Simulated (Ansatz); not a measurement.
# B2F4: the cost of one run

The runs use Ansatz 0.2.0, Gaussian basis; the settings change from run to run.

### 1 The geometry

The structure was relaxed beforehand with PBE0-D4 in a triple-zeta def2 set.

SMILES `FB(F)B(F)F`, 6 atoms, charge 0, spin multiplicity 1.

Atoms are counted from 1 here; the program's logs count them from 0.

Bond lengths: F1–B2 1.315 Å, B2–F3 1.315 Å, B2–B4 1.729 Å, B4–F5 1.315 Å, B4–F6 1.315 Å. Angles: F1–B2–F3 117.3°, F1–B2–B4 121.3°, F3–B2–B4 121.3°, B2–B4–F5 121.3°, B2–B4–F6 121.3°, F5–B4–F6 117.3°.

### 2 CAM-B3LYP/cc-pVTZ-DK

This run has multiplicity 3, atoms shaken by 0.15 Å, density fitting with def2-universal-jkfit.

in.yaml reads:

```yaml
crystal:
  periodic: [false, false, false]
  atoms:
    - {symbol: F, position_ang: [0.646424, -0.578934, 1.861545]}
    - {symbol: B, position_ang: [0.274715, -0.957230, 0.327713]}
    - {symbol: F, position_ang: [0.801627, -2.271831, -0.200977]}
    - {symbol: B, position_ang: [-0.577027, 0.598768, -0.452682]}
    - {symbol: F, position_ang: [-0.775033, 0.743899, -1.520952]}
    - {symbol: F, position_ang: [-0.461186, 1.925625, 0.553329]}
basis:
  gaussian: {orbitals: cc-pVTZ-DK, fitting: {mean_field: def2-universal-jkfit}}
magnetization: {spin_polarized: true, initial_magnetization: 2}
hamiltonian: {xc: {name: CAM-B3LYP}}
output: {forces: true}
```

Started as:

```sh
$ ansatz run in.yaml --threads 4 --pin off --events-out ev --progress --plain --max-ram 10444MiB
```

**Question.** How long does this run take on 4 threads of Arm Neoverse V1, shared host, and how much memory does it need?

About 3.3 s, with a peak of 0.41 GiB.
